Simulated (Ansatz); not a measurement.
# SiGeCl+ (triplet): wave-function methods side by side, cc-pVDZ

Aim: climb from Hartree-Fock through coupled cluster and multireference methods for SiGeCl+ (triplet) at one geometry and basis, and see what each rung misses.

Program: Ansatz 0.2.0, Gaussian basis. Level of theory: cc-pVDZ, core rule «outside noble gas», up to 24 orbitals frozen. These are calculated values, not measurements.

The runs, in order: UHF; CCSD(T) on ROHF; CCSD(T) on UHF; BCCD(T) on ROHF; CISD; CCSDT(Q) on ROHF; CCSDT(Q) on UHF; CASSCF and NEVPT2, 12 electrons in 11 orbitals.

31 further runs of the same task are left out: 15 that didn't finish, 16 set aside as unsound or not needed.

## (1) What is computed

The geometry is a PBE0/def2-TZVP stationary point (not a proven minimum) of the parent state, kept for this charge and spin. No spin-orbit coupling is included. The filled d shell of Ge may be among the frozen orbitals whatever the setting's name suggests; the logs give the count.

3 atoms, charge 1, spin multiplicity 3.

Atoms are counted from 1 here; the program's logs count them from 0.

Bond lengths: Cl1–Si2 2.079 Å, Si2–Ge3 2.394 Å. Angles: Cl1–Si2–Ge3 111.9°.

As a file:

```csv
atom,x (Å),y (Å),z (Å)
Cl1,0.0000,-0.4226,2.2981
Si2,0.0000,0.9383,0.7268
Ge3,0.0000,-0.1565,-1.4026
```

## (2) UHF

The input, in.yaml:

```yaml
crystal:
  periodic: [false, false, false]
  atoms:
    - {symbol: Cl, position_ang: [0.000000, -0.422560, 2.298070]}
    - {symbol: Si, position_ang: [0.000000, 0.938299, 0.726778]}
    - {symbol: Ge, position_ang: [0.000000, -0.156547, -1.402607]}
basis:
  gaussian: {orbitals: cc-pVDZ}
total_charge: 1
magnetization: {spin_polarized: true, initial_magnetization: 2}
hamiltonian: {xc: hf}
output: {orbitals: {seedname: orbitals}}
```

The run is started by

```bash
$ ansatz run in.yaml --threads 1 --pin off --events-out ev --progress --plain --max-ram 2393MiB
```

After this run come: CCSD(T) on ROHF; CCSD(T) on UHF; BCCD(T) on ROHF; CISD; CCSDT(Q) on ROHF; CCSDT(Q) on UHF; CASSCF and NEVPT2, 12 electrons in 11 orbitals.

Q: Predict the results of all the runs planned. Wanted: UCCSDT(Q) below the RHF energy; RMP2 from UCCSDT(Q); UMP2 from UCCSDT(Q); RCCSD from UCCSDT(Q); RCCSD(T) from UCCSDT(Q); UCCSD(T) from UCCSDT(Q); RCCSDT(Q) from UCCSDT(Q); NEVPT2 valence from UCCSDT(Q); T1 diagnostic.

As calculated:

```
                         quantity                      value
   UCCSDT(Q) below the RHF energy                 -8.3161 eV
              RMP2 from UCCSDT(Q)                +1420.7 meV
              UMP2 from UCCSDT(Q)                +1470.6 meV
             RCCSD from UCCSDT(Q)                 +386.7 meV
          RCCSD(T) from UCCSDT(Q)                  +85.3 meV
          UCCSD(T) from UCCSDT(Q)                  +83.7 meV
         RCCSDT(Q) from UCCSDT(Q)                   +8.1 meV
    NEVPT2 valence from UCCSDT(Q)                +1172.8 meV
levels within 1 kcal/mol (43 meV)  RCCSDT, UCCSDT, RCCSDT(Q)
                    T1 diagnostic                      0.041
   effectively unpaired electrons                       2.07
```

RCCSD(T) misses by +85.3 meV, 1.0 % of the correlation energy. The occupations are near whole numbers, but T1 = 0.041 shows that the orbitals relax strongly. These misses are within one basis, not against nature; the frozen cores of restricted and unrestricted runs differ, which can shift their rows.
